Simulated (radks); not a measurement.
# The Coulomb parameter U of the 5d shell of Ta

One table from this session's results is given with a row withheld; the runs are named, their logs left out.

Method: Dirac Kohn-Sham, PBE, spin-unpolarised, spherical densities, finite nucleus; open shells are shared between the two j in proportion to 2j + 1. Code: radks (a radial shooting solver on a logarithmic mesh, Libxc functionals) version 1.

### The atom as given

| Quantity | Value |
| --- | --- |
| element | tantalum (Z = 73) |
| charge | 0 |
| electrons | 73 |
| configuration | [Xe] 4f14 5d3.5 6s1.5 |
| nuclear rms radius | 5.3507 fm |

Set-up of the first run:

Settings of this run:

```text
Z 73
configuration [Xe] 4f14 5d3.5 6s1.5
relativity Dirac
functional pbe,pbe
spin unpolarised
j_filling average
nucleus finite rms 5.3507 fm
c 137.035999084
```

Steps of the session up to this table: Start: [Xe] 4f14 5d3.5 6s1.5.

One table of the session follows, with a row left open; its other results are not shown here.

It belongs to the step «Start: [Xe] 4f14 5d3.5 6s1.5». From the orbitals of this run (lengths in bohr):

```
level     <r>  outermost maximum (interpolated)  90 % within  nodes
5s1/2       ?                                 ?            ?      ?
5p1/2   1.223                              1.07         1.79      3
5p3/2   1.331                              1.15         1.96      3
4f5/2  0.6343                             0.439         1.06      0
4f7/2  0.6453                             0.444         1.08      0
6s1/2   3.351                              2.80         5.00      5
5d3/2   2.256                              1.57         3.72      2
5d5/2   2.383                              1.62         3.95      2
```

**Question.** Estimate the row for 5s1/2.

**Answer.** <r>: 1.102; outermost maximum (interpolated): 0.990; 90 % within: 1.59; nodes: 4. In the column «<r>» it lies between 4f7/2 (0.6453) and 5p1/2 (1.223).
